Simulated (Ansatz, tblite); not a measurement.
**The cluster Zn12S12: a ladder of methods and basis sets**

The task here is to estimate one member of a computed series from the others.

Method: as each input shows; program: Ansatz 0.2.0, Gaussian basis.

The runs, in order: GFN1-xTB, GFN2-xTB, PBE-D4/def2-SVP, r2SCAN-D4/def2-SVP, HF/def2-SVP, PBE0-D4/def2-TZVP, PBE-D4/def2-TZVP, HF/STO-3G, MP2/def2-SVP.

2 further runs of the same task are left out: 2 set aside as unsound or not needed.

**The relaxed structure**

The singlet was relaxed beforehand with PBE-D4/def2-SVP.

24 atoms, charge 0, spin multiplicity 1.

Bond lengths: S1–Zn13 2.278 Å, S1–Zn14 2.495 Å, S1–Zn17 2.278 Å, S2–Zn13 2.410 Å, S2–Zn14 2.378 Å, S2–Zn15 2.506 Å, S2–Zn19 2.378 Å, S3–Zn14 2.506 Å, S3–Zn15 2.378 Å, S3–Zn16 2.411 Å, S3–Zn18 2.378 Å, S4–Zn15 2.495 Å, S4–Zn16 2.278 Å, S4–Zn20 2.278 Å, S5–Zn14 2.378 Å, S5–Zn17 2.411 Å, S5–Zn18 2.505 Å, S5–Zn22 2.378 Å and more. Angles: Zn13–S1–Zn14 75.1°, Zn13–S1–Zn17 88.8°, Zn14–S1–Zn17 75.1°, Zn13–S2–Zn14 75.0°, Zn13–S2–Zn15 149.8°, Zn13–S2–Zn19 75.0°, Zn14–S2–Zn15 85.4°, Zn14–S2–Zn19 97.8°, Zn15–S2–Zn19 85.4°, Zn14–S3–Zn15 85.4°, Zn14–S3–Zn16 149.8°, Zn14–S3–Zn18 85.4°, Zn15–S3–Zn16 75.0°, Zn15–S3–Zn18 97.8°, Zn16–S3–Zn18 75.0°, Zn15–S4–Zn16 75.1°, Zn15–S4–Zn20 75.1°, Zn16–S4–Zn20 88.8° and more.

PBE0-D4/def2-SVP was run before; its log isn't repeated, and its numbers join the tables.

Set-up of the first run:

Tight binding, by tblite at 300 K electronic temperature and without a spin-polarisation term:

```python
tblite.interface.Calculator('GFN1-xTB', numbers, positions, charge=0, uhf=0).singlepoint()
```

Tight binding, by tblite at 300 K electronic temperature and without a spin-polarisation term:

```python
tblite.interface.Calculator('GFN2-xTB', numbers, positions, charge=0, uhf=0).singlepoint()
```

start.molden holds the orbitals of an earlier run on this state, given as this run's starting guess.

Input file in.yaml:

```yaml
crystal:
  periodic: [false, false, false]
  atoms:
    - {symbol: S, position_ang: [-2.189739, -1.258401, -3.743407]}
    - {symbol: S, position_ang: [-0.006894, -2.592846, -1.154092]}
    - {symbol: S, position_ang: [-2.245134, -1.290894, 1.160922]}
    - {symbol: S, position_ang: [0.001249, -2.515627, 3.750076]}
    - {symbol: S, position_ang: [-2.244111, 1.298963, -1.153736]}
    - {symbol: S, position_ang: [-2.173163, 1.266976, 3.749952]}
    - {symbol: S, position_ang: [2.173296, -1.266699, -3.749970]}
    - {symbol: S, position_ang: [2.243810, -1.299477, 1.153736]}
    - {symbol: S, position_ang: [-0.001091, 2.516097, -3.749439]}
    - {symbol: S, position_ang: [2.245248, 1.290584, -1.160712]}
    - {symbol: S, position_ang: [0.006614, 2.592744, 1.153837]}
    - {symbol: S, position_ang: [2.190036, 1.258757, 3.742795]}
    - {symbol: Zn, position_ang: [-0.008879, -1.843574, -3.445180]}
    - {symbol: Zn, position_ang: [-1.795828, -1.032260, -1.290481]}
    - {symbol: Zn, position_ang: [-0.001913, -2.068098, 1.295970]}
    - {symbol: Zn, position_ang: [-1.590373, -0.914301, 3.450048]}
    - {symbol: Zn, position_ang: [-1.597722, 0.920577, -3.444951]}
    - {symbol: Zn, position_ang: [-1.787745, 1.038783, 1.295934]}
    - {symbol: Zn, position_ang: [1.787642, -1.039006, -1.295937]}
    - {symbol: Zn, position_ang: [1.597884, -0.920291, 3.444989]}
    - {symbol: Zn, position_ang: [1.590340, 0.914485, -3.449889]}
    - {symbol: Zn, position_ang: [0.001804, 2.067874, -1.295630]}
    - {symbol: Zn, position_ang: [1.795655, 1.032001, 1.290157]}
    - {symbol: Zn, position_ang: [0.009022, 1.843634, 3.445038]}
basis:
  gaussian: {orbitals: def2-SVP, fitting: {mean_field: def2-universal-jkfit}, initial_orbitals: start.molden}
hamiltonian: {xc: pbe, dispersion: d4}
scf: {omitted_lower_state_checks: [starts]}
output: {forces: true, orbitals: {seedname: orbitals}}
```

On the command line:

```bash
> ansatz run in.yaml --threads 4 --pin off --events-out ev --progress --plain --max-ram 46080MiB --backend cuda --devices 0, --max-vram 37GiB
```

Steps of the session up to this table: PBE-D4/def2-SVP; r2SCAN-D4/def2-SVP; HF/def2-SVP; PBE0-D4/def2-TZVP; PBE-D4/def2-TZVP; HF/STO-3G; MP2/def2-SVP.

One table of the session follows, with a row left open; its other results are not shown here.

It belongs to the step «Binding energy». 

```
             level  binding an atom (eV)
         HF/STO-3G                     ?
       HF/def2-SVP                 1.789
   PBE-D4/def2-SVP                 2.942
  PBE-D4/def2-TZVP                 2.714
r2SCAN-D4/def2-SVP                 3.039
  PBE0-D4/def2-SVP                 2.913
 PBE0-D4/def2-TZVP                 2.735
      MP2/def2-SVP                 2.604
```

Estimate the missing values for HF/STO-3G.

**Answer.** binding an atom (eV): 2.090. In the column «binding an atom (eV)» it lies between HF/def2-SVP (1.789) and MP2/def2-SVP (2.604).

To keep in mind: Free atoms were run apart at each level; binding is atoms less cluster, divided by the number of atoms, without zero-point or spin-orbit terms.
